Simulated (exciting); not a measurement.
# CdIr (P6/mmm) in exciting: runs at scaled volumes

Single points of CdIr at other volumes, in PBE.

All numbers are computed with exciting (release sodium); they aren't measurements. Logs are shortened: lines on timing, memory, paths and dates and some standing lists are left out, and cuts for length are marked.

## Step 1: The crystal as given

It takes space group P6/mmm (No. 191, hexagonal). Conventional cell: a = 3.285 Å, b = 3.285 Å, c = 4.448 Å, α = 90.00°, β = 90.00°, γ = 120.00°. Around Cd (site symmetry 6/mmm) lie 2 Ir at 2.22 Å. Around Ir (site symmetry 6/mmm) lie 2 Cd at 2.22 Å.

The cell was built by a generator and needn't be a form met in nature.

## Step 2: Equation of state, PBE, 19.96 Å³/atom (volume scaled by 0.96)

input.xml

```xml
<input>
  <title>CdIr</title>
  <structure speciespath="./" tshift="false">
    <crystal scale="1">
      <basevect>6.124559441571 0.000000000000 0.000000000000</basevect>
      <basevect>-3.062279730139 5.304024073543 0.000000000000</basevect>
      <basevect>0.000000000000 0.000000000000 8.291595574028</basevect>
    </crystal>
    <species speciesfile="Cd.xml" rmt="2.02">
      <atom coord="0.000000000000 0.000000000000 0.000000000000"/>
    </species>
    <species speciesfile="Ir.xml" rmt="2.02">
      <atom coord="0.000000000000 0.000000000000 0.500000000000"/>
    </species>
  </structure>
  <groundstate do="fromscratch" ngridk="9 9 6" rgkmax="9" gmaxvr="14" lmaxapw="10" lmaxmat="10" lmaxvr="8" xctype="GGA_PBE" stype="Fermi Dirac" swidth="0.00183747" nempty="14" ValenceRelativity="iora*" epsengy="1e-05" epspot="1e-05" maxscl="60" outputlevel="normal"/>
</input>
```

Potentials or basis: all-electron LAPW+lo, shipped species files, valence relativity iora*.

Command:

```
> OMP_NUM_THREADS=1 exciting_smp
```

INFO.OUT:

```text
================================================================================
EXCITING SODIUM started
[... 10 lines left out ...]

 Lattice vectors (cartesian) :
      6.1245594416      0.0000000000      0.0000000000
     -3.0622797301      5.3040240735      0.0000000000
      0.0000000000      0.0000000000      8.2915955740

 Reciprocal lattice vectors (cartesian) :
      1.0258999634      0.5923036207     -0.0000000000
      0.0000000000      1.1846072378      0.0000000000
      0.0000000000     -0.0000000000      0.7577775895

 Unit cell volume                           :     269.3509127720
 Brillouin zone volume                      :       0.9209184067

 Species :    1 (Cd)
     parameters loaded from                 :    Cd.xml
     name                                   :    cadmium
     nuclear charge                         :     -48.00000000
     electronic charge                      :      48.00000000
     atomic mass                            :  204912.71750000
     muffin-tin radius                      :       2.02000000
     # of radial points in muffin-tin       :     400

     atomic positions (lattice) :
       1 :   0.00000000  0.00000000  0.00000000

 Species :    2 (Ir)
     parameters loaded from                 :    Ir.xml
     name                                   :    iridium
     nuclear charge                         :     -77.00000000
     electronic charge                      :      77.00000000
     atomic mass                            :  350390.15590000
     muffin-tin radius                      :       2.02000000
     # of radial points in muffin-tin       :     450

     atomic positions (lattice) :
       1 :   0.00000000  0.00000000  0.50000000

 Total number of atoms per unit cell        :       2

 Spin treatment                             :    spin-unpolarised

 Number of Bravais lattice symmetries       :      24
 Number of crystal symmetries               :      24

 k-point grid                               :       9    9    6
 Total number of k-points                   :      48
 k-point set is reduced with crystal symmetries

 R^MT_min * |G+k|_max (rgkmax)              :       9.00000000
 Species with R^MT_min                      :       1 (Cd)
 Maximum |G+k| for APW functions            :       4.45544554
 Maximum |G| for potential and density      :      14.00000000

 G-vector grid sizes                        :      30    30    40
 Total number of G-vectors                  :   12511

 Maximum angular momentum used for
     APW functions                          :      10
     computing H and O matrix elements      :      10
     potential and density                  :       8
     inner part of muffin-tin               :       2

 Total nuclear charge                       :    -125.00000000
 Total electronic charge                    :     125.00000000
 Total core charge                          :      78.00000000
 Total valence charge                       :      47.00000000

 Number of empty states                     :      14
 Total number of valence states             :      38

 Maximum Hamiltonian size                   :     458
 Maximum number of plane-waves              :     420
 Total number of local-orbitals             :      38

 Exchange-correlation type                  :      20
     Perdew-Burke-Ernzerhof, Phys. Rev. Lett. 77, 3865 (1996)
     Generalised gradient approximation (GGA)

[... 20 lines left out ...]
+ SCF iteration number :    1                                                  +
++++++++++++++++++++++++++++++++++++++++++++++++++++++++++++++++++++++++++++++++
 Total energy                               :    -23464.90634262
 _______________________________________________________________
 Fermi energy                               :         0.32841565
 Kinetic energy                             :     26212.64062204
 Coulomb energy                             :    -49173.33513497
 Exchange energy                            :      -496.90743326
 Correlation energy                         :        -7.30439643

 DOS at Fermi energy (states/Ha/cell)       :        43.45727846

 Electron charges :
     core                                   :        78.00000000
     core leakage                           :         0.01727135
     valence                                :        47.00000000
     interstitial                           :         5.65526234
     charge in muffin-tin spheres :
                  atom     1    Cd          :        45.20187431
                  atom     2    Ir          :        74.14286334
     total charge in muffin-tins            :       119.34473766
     total charge                           :       125.00000000
[... 378 lines left out ...]
 Electron charges :
     core                                   :        78.00000000
     core leakage                           :         0.01715735
     valence                                :        47.00000000
     interstitial                           :         5.96855978
     charge in muffin-tin spheres :
                  atom     1    Cd          :        45.40963967
                  atom     2    Ir          :        73.62180055
     total charge in muffin-tins            :       119.03144022
     total charge                           :       125.00000000

 RMS change in effective potential (target) :  0.171961E-07  ( 0.100000E-04)
 Absolute change in total energy   (target) :  0.697785E-05  ( 0.100000E-04)
 Charge distance                   (target) :  0.233728E-08  ( 0.100000E-04)

++++++++++++++++++++++++++++++++++++++++++++++++++++++++++++++++++++++++++++++++
| Convergency criteria checked for the last 2 iterations                       +
| Convergence targets achieved. Performing final SCF iteration                 +
++++++++++++++++++++++++++++++++++++++++++++++++++++++++++++++++++++++++++++++++
 Total energy                               :    -23453.96277997
 _______________________________________________________________
 Fermi energy                               :         0.34824001
 Kinetic energy                             :     26221.86655617
 Coulomb energy                             :    -49171.80148871
 Exchange energy                            :      -496.72381933
 Correlation energy                         :        -7.30402809

 DOS at Fermi energy (states/Ha/cell)       :        81.74228713

 Electron charges :
     core                                   :        78.00000000
     core leakage                           :         0.01715735
     valence                                :        47.00000000
     interstitial                           :         5.96855960
     charge in muffin-tin spheres :
                  atom     1    Cd          :        45.40963964
                  atom     2    Ir          :        73.62180076
     total charge in muffin-tins            :       119.03144040
     total charge                           :       125.00000000

++++++++++++++++++++++++++++++++++++++++++++++++++++++++++++++++++++++++++++++++
[... 12 lines left out ...]
| EXCITING SODIUM stopped                                                      =
================================================================================
```

LINENGY.OUT:

```text
Species :    1 (Cd), atom :    1
 APW functions :
  l =  0, order =  1 :   0.4975000000
  l =  1, order =  1 :    1.172500000
  l =  2, order =  1 :   0.1100000000
  l =  3, order =  1 :   0.1500000000
  l =  3, order =  2 :   0.1500000000
  l =  4, order =  1 :   0.1500000000
[... 11 lines left out ...]
  l = 10, order =  1 :   0.1500000000
  l = 10, order =  2 :   0.1500000000
[... 33 lines left out ...]
  l.o. =  1, l =  0, order =  2 :   0.7225000000
  l.o. =  2, l =  1, order =  1 :    1.000000000
  l.o. =  2, l =  1, order =  2 :    1.000000000
  l.o. =  3, l =  2, order =  1 :   0.1500000000
  l.o. =  3, l =  2, order =  2 :   0.1500000000
  l.o. =  4, l =  3, order =  1 :    1.000000000
  l.o. =  4, l =  3, order =  2 :    1.000000000
  l.o. =  5, l =  1, order =  1 :    1.000000000
  l.o. =  5, l =  1, order =  2 :    1.000000000
  l.o. =  5, l =  1, order =  3 :   -1.397050000
  l.o. =  6, l =  3, order =  1 :    1.000000000
  l.o. =  6, l =  3, order =  2 :    1.000000000
  l.o. =  6, l =  3, order =  3 :   -1.686700000
```

Run time: 2.3 min. Hardware: 1 thread of Intel Xeon 6975P-C (Granite Rapids), shared host; peak memory 0.14 GiB.

Results:

```
Free energy                                       : -638214.8633 eV
Band gap on the k mesh                            : none (metal or under the smearing width)
All electrons inside the program's atomic spheres : Cd 45.41; Ir 73.62 (radii Cd 2.02, Ir 2.02 bohr)
```

Caveat: the log's total energy holds no entropy term; the free energy is that total less TS from the occupations.

## Step 3: Equation of state, PBE, 20.37 Å³/atom (volume scaled by 0.98)

Changes to input.xml since step 2:

```diff
@@ -4,5 +4,5 @@
     <crystal scale="1">
-      <basevect>6.124559441571 0.000000000000 0.000000000000</basevect>
-      <basevect>-3.062279730139 5.304024073543 0.000000000000</basevect>
-      <basevect>0.000000000000 0.000000000000 8.291595574028</basevect>
+      <basevect>6.166799117315 0.000000000000 0.000000000000</basevect>
+      <basevect>-3.083399568012 5.340604705704 0.000000000000</basevect>
+      <basevect>0.000000000000 0.000000000000 8.348780798895</basevect>
     </crystal>
```

Potentials or basis: all-electron LAPW+lo, shipped species files, valence relativity iora*.

Command:

```
> OMP_NUM_THREADS=1 exciting_smp
```

Wall time 2.5 min (1 thread of Intel Xeon 6975P-C (Granite Rapids), shared host); peak memory 0.14 GiB.

Results (log left out):

```
Free energy                                       : -638215.0415 eV
Band gap on the k mesh                            : none (metal or under the smearing width)
All electrons inside the program's atomic spheres : Cd 45.40; Ir 73.61 (radii Cd 2.02, Ir 2.02 bohr)
```

Caveat: the log's total energy holds no entropy term; the free energy is that total less TS from the occupations.

## Step 4: Equation of state, PBE, 20.79 Å³/atom

Changes to input.xml since step 3:

```diff
@@ -4,5 +4,5 @@
     <crystal scale="1">
-      <basevect>6.166799117315 0.000000000000 0.000000000000</basevect>
-      <basevect>-3.083399568012 5.340604705704 0.000000000000</basevect>
-      <basevect>0.000000000000 0.000000000000 8.348780798895</basevect>
+      <basevect>6.208467942891 0.000000000000 0.000000000000</basevect>
+      <basevect>-3.104233980894 5.376690967370 0.000000000000</basevect>
+      <basevect>0.000000000000 0.000000000000 8.405193191162</basevect>
     </crystal>
```

Command:

```
> OMP_NUM_THREADS=1 exciting_smp
```

Wall time 2.6 min (1 thread of Intel Xeon 6975P-C (Granite Rapids), shared host); peak memory 0.13 GiB.

The run converged. Its results:

```
Free energy                                       : -638215.1992 eV
Band gap on the k mesh                            : none (metal or under the smearing width)
All electrons inside the program's atomic spheres : Cd 45.39; Ir 73.60 (radii Cd 2.02, Ir 2.02 bohr)
```

Caveat: the log's total energy holds no entropy term; the free energy is that total less TS from the occupations.

## Step 5: Equation of state, PBE, 21.20 Å³/atom (volume scaled by 1.02)

Changes to input.xml since step 4:

```diff
@@ -4,5 +4,5 @@
     <crystal scale="1">
-      <basevect>6.208467942891 0.000000000000 0.000000000000</basevect>
-      <basevect>-3.104233980894 5.376690967370 0.000000000000</basevect>
-      <basevect>0.000000000000 0.000000000000 8.405193191162</basevect>
+      <basevect>6.249584822930 0.000000000000 0.000000000000</basevect>
+      <basevect>-3.124792421008 5.412299229993 0.000000000000</basevect>
+      <basevect>0.000000000000 0.000000000000 8.460858344523</basevect>
     </crystal>
```

Command:

```
> OMP_NUM_THREADS=1 exciting_smp
```

Run time: 2.9 min. Hardware: 1 thread of Intel Xeon 6975P-C (Granite Rapids), shared host; peak memory 0.14 GiB.

The run converged. Its results:

```yaml
Free_energy: -638215.3370 eV
Band_gap_on_the_k_mesh: none (metal or under the smearing width)
All_electrons_inside_the_program's_atomic_spheres: Cd 45.37; Ir 73.59 (radii Cd 2.02, Ir 2.02 bohr)
```

Caveat: the log's total energy holds no entropy term; the free energy is that total less TS from the occupations.

## Step 6: Equation of state, PBE, 21.62 Å³/atom (volume scaled by 1.04)

Changes to input.xml since step 5:

```diff
@@ -4,5 +4,5 @@
     <crystal scale="1">
-      <basevect>6.249584822930 0.000000000000 0.000000000000</basevect>
-      <basevect>-3.124792421008 5.412299229993 0.000000000000</basevect>
-      <basevect>0.000000000000 0.000000000000 8.460858344523</basevect>
+      <basevect>6.290167679594 0.000000000000 0.000000000000</basevect>
+      <basevect>-3.145083849435 5.447445015028 0.000000000000</basevect>
+      <basevect>0.000000000000 0.000000000000 8.515800522495</basevect>
     </crystal>
```

Potentials or basis: all-electron LAPW+lo, shipped species files, valence relativity iora*.

Command:

```
> OMP_NUM_THREADS=1 exciting_smp
```

It took 3.6 min on 1 thread of Intel Xeon 6975P-C (Granite Rapids), shared host; peak memory 0.14 GiB.

The run converged. Its results:

```
Free energy                                       : -638215.4558 eV
Band gap on the k mesh                            : none (metal or under the smearing width)
All electrons inside the program's atomic spheres : Cd 45.36; Ir 73.58 (radii Cd 2.02, Ir 2.02 bohr)
```

Caveat: the log's total energy holds no entropy term; the free energy is that total less TS from the occupations.

## Step 7: Equation of state, PBE, 22.04 Å³/atom (volume scaled by 1.06)

Changes to input.xml since step 6:

```diff
@@ -4,5 +4,5 @@
     <crystal scale="1">
-      <basevect>6.290167679594 0.000000000000 0.000000000000</basevect>
-      <basevect>-3.145083849435 5.447445015028 0.000000000000</basevect>
-      <basevect>0.000000000000 0.000000000000 8.515800522495</basevect>
+      <basevect>6.330233522120 0.000000000000 0.000000000000</basevect>
+      <basevect>-3.165116770697 5.482143052513 0.000000000000</basevect>
+      <basevect>0.000000000000 0.000000000000 8.570042752713</basevect>
     </crystal>
```

Command:

```
> OMP_NUM_THREADS=1 exciting_smp
```

Wall time 2.8 min (1 thread of Intel Xeon 6975P-C (Granite Rapids), shared host); peak memory 0.14 GiB.

It converged, with:

- Free energy: -638215.5607 eV
- Band gap on the k mesh: none (metal or under the smearing width)
- All electrons inside the program's atomic spheres: Cd 45.36; Ir 73.57 (radii Cd 2.02, Ir 2.02 bohr)

Caveat: the log's total energy holds no entropy term; the free energy is that total less TS from the occupations.
